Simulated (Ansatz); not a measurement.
# CsLiCr2Te2S3 (P1) in Ansatz: reference runs, part 2 of 2

Ansatz 0.2.0. The steps go on from the part before.

## Step 3: Single point, PBE, collinear spin, ferromagnetic start (atoms moved at random, drawn with an rms of 0.05 Å)

Input file input.yaml:

```yaml
crystal:
  lattice:
    - [6.10792, -0.01886, 0.00581]
    - [-2.28822, 5.93151, 0.00333]
    - [-1.38462, -2.19395, 7.5626]
  atoms:
    - { symbol: Cs, position: [0.055228, 0.101298, 0.990623] }
    - { symbol: Li, position: [0.565977, 0.585015, 0.579132] }
    - { symbol: Cr, position: [0.083454, 0.500918, 0.584224], spin: 3.0 }
    - { symbol: Cr, position: [0.434488, 0.029648, 0.535941], spin: 3.0 }
    - { symbol: Te, position: [0.538685, 0.761085, 0.276235] }
    - { symbol: Te, position: [0.009603, 0.66019, 0.303913] }
    - { symbol: S, position: [0.771232, 0.36285, 0.704181] }
    - { symbol: S, position: [0.398697, 0.830317, 0.748941] }
    - { symbol: S, position: [0.191747, 0.233725, 0.485378] }
hamiltonian:
  xc: pbe
  pseudopotentials: { kind: paw }
magnetization:
  spin_polarized: true
kpoints:
  mp_grid: { grid: [5, 5, 4] }
scf:
  occupations: { method: fermi_dirac, width: 0.05 }
output:
  forces: true
  stress: true
  eigenvalues: true
```

Potentials or basis: Ansatz PAW.

Run with:

```bash
> ansatz run input.yaml --threads 8 --pin off --max-ram 20480MiB --backend cpu --events-out ev --progress --plain --runs-dir out
```

Standard output:

```text
Warning: RAYON_NUM_THREADS=8 ignored (pool sized by the plan → 8); use --threads N
Engine: ansatz 0.2.0, aarch64-unknown-linux-gnu
Pseudopotentials: kind: paw
Pseudopotential: Cs, paw, valence charge 9, recommended cutoff 420 eV (normal), Cs.paw.azcp
Pseudopotential: Li, paw, valence charge 3, recommended cutoff 420 eV (normal), Li.paw.azcp
Pseudopotential: Cr, paw, valence charge 14, recommended cutoff 420 eV (normal), Cr.paw.azcp
Pseudopotential: Te, paw, valence charge 16, recommended cutoff 420 eV (normal), Te.paw.azcp
Pseudopotential: S, paw, valence charge 6, recommended cutoff 420 eV (normal), S.paw.azcp
Functional definition: PBE
  parameter kappa = 0.804
  parameter beta = 0.06672455060314922
  exchange = pbe_x(kappa = kappa, mu = beta*pi^2/3)
  correlation = pbe_c(beta = beta)
Crystal: 9 atoms, lattice volume = 273.782 Å³
Basis set: ecut = 420 eV, 5373 PW (Γ), exchange–correlation on 90×90×108 points (8 copies of the dense FFT grid, shifted against one another)
Bands: 58, of which v1, the nominal top of the filled ones, is band 45 counted from 1 (44 counted from 0)
Symmetry: 1 space group operations
Space group: P1 (ITA 1), of the structure as read, at distance tolerance 6.5e-5 Å
Magnetic group: BNS 1.1 (UNI 1), of the structure as read, at distance tolerance 6.5e-5 Å
k-points: 51 of 100 (time reversal used)
Non-local potential: Cs, projectors of the file, l = 0: 3, l = 1: 2, l = 2: 2, l = 3: 2
Non-local potential: Li, projectors of the file, l = 0: 3, l = 1: 2, l = 2: 1
Non-local potential: Cr, projectors of the file, l = 0: 3, l = 1: 2, l = 2: 3, l = 3: 1
Non-local potential: Te, projectors of the file, l = 0: 2, l = 1: 2, l = 2: 2, l = 3: 2
Non-local potential: S, projectors of the file, l = 0: 2, l = 1: 2, l = 2: 2
PAW form: soft (Blöchl's): semilocal exchange-correlation on the pseudo side does not see the compensation charge
PAW one-centre angular grid: Cs, 194 points (default); XC on 64 Gauss nodes
PAW one-centre angular grid: Li, 110 points (default); XC on 64 Gauss nodes
PAW one-centre angular grid: Cr, 590 points (default); XC on 64 Gauss nodes
PAW one-centre angular grid: Te, 590 points (default); XC on 64 Gauss nodes
[... 33 lines left out ...]
SCF iter  23: F=—  HF=-29302.674736 eV  |F-HF|=—  |Δ(HF+E_count)|=   9.66e-8  Δρ=1.65e-5 (↑1.65e-5 ↓5.40e-6)  dr2=1.83e-6  dr2_m=1.09e-7  M=5.417 μB ∫|m|=6.468 μB  β_m=0.80  ethr=1.04e-8  ⟨swp⟩=2.0  Hψ=9967  notcnv=0  defer=321
SCF iter  24: F=—  HF=-29302.674736 eV  |F-HF|=—  |Δ(HF+E_count)|=   4.43e-7  Δρ=5.63e-6 (↑5.63e-6 ↓2.89e-6)  dr2=4.91e-7  dr2_m=1.08e-8  M=5.417 μB ∫|m|=6.468 μB  β_m=0.90  ethr=2.03e-9  ⟨swp⟩=2.2  Hψ=8436  notcnv=0  defer=321
SCF iter  25: F=—  HF=-29302.674737 eV  |F-HF|=—  |Δ(HF+E_count)|=   1.82e-7  Δρ=1.41e-5 (↑1.41e-5 ↓2.20e-6)  dr2=6.96e-7  dr2_m=1.11e-7  M=5.417 μB ∫|m|=6.468 μB  β_m=0.65  ethr=5.46e-10  ⟨swp⟩=2.0  Hψ=10489  notcnv=0  defer=321
SCF iter  26: F=—  HF=-29302.674737 eV  |F-HF|=—  |Δ(HF+E_count)|=   5.35e-8  Δρ=6.82e-6 (↑6.82e-6 ↓2.33e-6)  dr2=2.99e-7  dr2_m=1.69e-8  M=5.417 μB ∫|m|=6.468 μB  β_m=0.83  ethr=5.46e-10  ⟨swp⟩=2.0  Hψ=10214  notcnv=0  defer=321
SCF iter  27: F=—  HF=-29302.674737 eV  |F-HF|=—  |Δ(HF+E_count)|=   1.00e-7  Δρ=2.79e-6 (↑2.79e-6 ↓1.16e-6)  dr2=7.93e-8  dr2_m=2.58e-9  M=5.417 μB ∫|m|=6.468 μB  β_m=0.91  ethr=3.32e-10  ⟨swp⟩=1.8  Hψ=6880  notcnv=0  defer=321
SCF iter  28: F=-29302.674737 eV  HF=-29302.674737 eV  |F-HF|=7.83e-8  |Δ(HF+E_count)|=   1.20e-8  Δρ=2.72e-6 (↑2.72e-6 ↓1.42e-6)  dr2=8.47e-8  dr2_m=1.43e-9  M=5.417 μB ∫|m|=6.468 μB  ethr=8.81e-11  ⟨swp⟩=10.8  Hψ=23595  notcnv=0
SCF 1 converged in 28 iterations: F = -29302.674737 eV  dr2 = 8.47e-8
SCF converged after 28 iterations
Magnetization: 5.4167 μB (47.7083 up, 42.2917 down)
Absolute magnetization: 6.4712 μB (∫|ρ↑−ρ↓|, with the PAW one-centre terms)
Spin contamination: 0.3438 ħ² per cell (⟨S²⟩ above its minimum at these occupations)
Per-site moments (μB) at R_I (Å): [(0.00342905676432553, 1.4998844597815975), (0.002871652619625468, 0.9965175305963868), (2.1506230682017726, 0.8675715760297964), (2.640521568109841, 0.9509335095015446), (-0.05424279927319966, 1.129940153080327), (-0.0897007991735475, 1.1001600773535676), (-0.037519796715246405, 0.9283440298902906), (-0.058987862924393404, 0.9192889131132609), (-0.07166092856725195, 0.8675715760297964)]
Free energy (F): -29302.674737 eV
Harris-Foulkes:  -29302.674737 eV  (|F-HF|=7.83e-8)
Internal energy: -29302.643020 eV  (E = F + TS)
E sigma→0 (E₀):  -29302.658878 eV
Entropy (-TS):   -0.031717 eV (-3.524 meV/atom)
Fermi energy:    5.486775 eV
--- Per-component energies (eV) ---
  E_band       = -1445.464905
  E_kinetic    = 1528.189882
  E_local      = -10522.861940  (includes V_loc(G=0)·N_el)
  E_nonlocal   = -373.257950
  E_hartree    = 5089.735039
  E_xc         = -1001.232915
  E_vxc        = -962.645289  (∫ρ·V_xc dr)
  E_paw        = -18608.747309  (= ΣΔE_a)
  E_vpaw       = -1294.379875  (= ΣTr[D̂ρ^β])
  E_aug_tail   = 0.000390  (compensation charges beyond the density's cutoff)
  E_ewald      = -5414.468217
  E_smearing   = -0.031717  (= −TS)
  E_closure    = -0.000000  (closes the sum)
  Σ components = -29302.674737   (vs F -29302.674737, Δ=0.00e0)
--- Forces (eV/Å), atoms counted from 1 ---
  atom   1  Cs     0.02295777    -0.00714065     0.03391394
  atom   2  Li     0.13954950    -0.00513052    -0.07840525
  atom   3  Cr    -0.65351415     0.36999535     0.11274960
  atom   4  Cr    -0.31192623    -0.08476860    -0.38264684
  atom   5  Te     0.00143739     0.10608108     0.20890830
  atom   6  Te    -0.03934854    -0.07445444     0.06900585
  atom   7  S      0.26773542     0.37605989     0.09012124
  atom   8  S     -0.05031463    -0.16792674     0.04999517
  atom   9  S      0.62345457    -0.51272664    -0.10364872
  max |Σ_I F_I| component: 3.11e-5 eV/Å
--- Stress (GPa, compression-positive) ---
        0.450009       0.008594       0.017899
        0.008595       0.219552       0.283924
        0.017899       0.283924      -0.116144
  P = ⅓ Tr σ = 0.1845 GPa (1.845 kbar)
--- Band table (eV; the first three rows and the last of 102) ---
  k-point 0 ↑: bands = ["-67.5822", "-67.5437", "-40.4193", "-39.0207", "-38.9570", "-38.9479", "-38.9008", "-38.8953", "-38.8737", "-31.4687", "-31.4348", "-31.4256", "-31.3273", "-31.3192", "-31.0159", "-30.9787", "-30.9532", "-30.8074", "-30.8044", "-16.4251", "-7.7973", "-7.1293", "-6.8654", "-6.1476", "-4.1326", "-3.2735", "-3.2537", "-3.2444", "0.1064", "0.5696", "1.0106", "1.0617", "1.3697", "1.5905", "2.0470", "2.1127", "2.5580", "2.5977", "2.9180", "3.2659", "3.5751", "3.6539", "3.9864", "4.1960", "4.4305", "4.7348", "4.8605", "5.2200", "6.0176", "6.2052", "6.5289", "6.9782", "8.0409", "8.1908", "9.1044", "9.8723", "10.0169", "10.4834"]
  k-point 1 ↑: bands = ["-67.5822", "-67.5437", "-40.4193", "-39.0207", "-38.9570", "-38.9479", "-38.9008", "-38.8953", "-38.8737", "-31.4687", "-31.4348", "-31.4256", "-31.3273", "-31.3192", "-31.0159", "-30.9787", "-30.9532", "-30.8074", "-30.8044", "-16.4250", "-7.7996", "-7.1261", "-6.8654", "-6.1516", "-4.1322", "-3.2734", "-3.2541", "-3.2391", "0.1112", "0.5826", "1.0446", "1.0799", "1.4088", "1.6007", "2.0198", "2.0569", "2.4763", "2.6364", "2.8722", "3.2725", "3.5549", "3.6464", "4.0106", "4.1941", "4.4325", "4.7046", "4.8733", "5.2153", "6.0321", "6.0757", "6.5064", "7.0110", "8.1113", "8.5802", "9.0419", "9.7119", "10.0123", "10.4064"]
  k-point 2 ↑: bands = ["-67.5822", "-67.5437", "-40.4193", "-39.0207", "-38.9570", "-38.9479", "-38.9008", "-38.8953", "-38.8737", "-31.4687", "-31.4348", "-31.4256", "-31.3273", "-31.3192", "-31.0159", "-30.9787", "-30.9532", "-30.8074", "-30.8044", "-16.4250", "-7.8018", "-7.1229", "-6.8654", "-6.1557", "-4.1318", "-3.2723", "-3.2537", "-3.2358", "0.1159", "0.5917", "1.0620", "1.1221", "1.4686", "1.6148", "1.9386", "2.0281", "2.4114", "2.6591", "2.8285", "3.2668", "3.5359", "3.6492", "4.0403", "4.1891", "4.4294", "4.6739", "4.8733", "5.2147", "5.9876", "6.0675", "6.4742", "7.0255", "8.1255", "8.8494", "9.4926", "9.5625", "9.8378", "10.2299"]
  k-point 50 ↓: bands = ["-65.0144", "-64.5599", "-40.4170", "-36.6607", "-36.4682", "-36.1782", "-36.0499", "-35.9875", "-35.8839", "-31.4843", "-31.4547", "-31.4437", "-31.3523", "-31.3463", "-31.0307", "-30.9968", "-30.9589", "-30.8186", "-30.8160", "-16.4225", "-7.6424", "-7.2450", "-6.9699", "-5.8266", "-5.0879", "-3.2722", "-3.2491", "-3.2385", "0.6691", "1.1773", "1.5580", "1.7283", "1.9388", "2.1059", "2.3664", "2.5971", "2.8762", "2.9742", "3.3258", "3.5190", "3.8719", "4.3216", "5.4271", "6.2428", "6.4994", "6.5956", "6.8962", "7.1326", "7.3101", "7.4972", "7.6027", "7.8599", "8.1828", "9.3481", "9.8500", "10.1248", "10.2255", "10.6315"]
```

Run time: 1.9 min. Hardware: 8 threads of Arm Neoverse N1, shared host; peak memory 2.2 GiB.

Results:

| Quantity | Value |
| --- | --- |
| Free energy | -29302.6747 eV |
| Pressure | 0.2 GPa |
| Largest force | 0.814 eV/Å |
| Band gap on the k mesh | none (metal or under the smearing width) |
| Net moment | 5.42 μB per cell |
| Absolute moment | 6.47 μB per cell |
| Site moments | Cs +0.00; Li +0.00; Cr +2.15, +2.64; Te -0.05, -0.09; S -0.04, -0.06, -0.07 μB |

Forces on the atoms (eV/Å):
```
Cs   0.023 -0.007  0.034
Li   0.140 -0.005 -0.078
Cr  -0.654  0.370  0.113
Cr  -0.312 -0.085 -0.383
Te   0.001  0.106  0.209
Te  -0.039 -0.074  0.069
S    0.268  0.376  0.090
S   -0.050 -0.168  0.050
S    0.623 -0.513 -0.104
```

Levels at points of the mesh, in eV from the Fermi level:
Spin up:
```csv
k point,band 46,band 47,band 48,band 49,band 50,band 51
"(0.00, 0.00, 0.00)",-0.75,-0.63,-0.27,0.53,0.72,1.04
"(0.00, 0.00, -0.50)",-0.81,-0.61,-0.27,0.50,0.58,0.99
```
Spin down:
```csv
k point,band 40,band 41,band 42,band 43,band 44,band 45
"(0.00, 0.00, 0.00)",-1.70,-1.56,-1.29,0.48,0.84,0.96
"(0.00, 0.00, -0.50)",-1.75,-1.48,-1.31,0.53,0.81,0.94
```

Caveat: only a ferromagnetic start was run, and an antiferromagnetic order may lie lower in energy. The run has no spin-orbit coupling, so splittings on Cs, Te are missing.
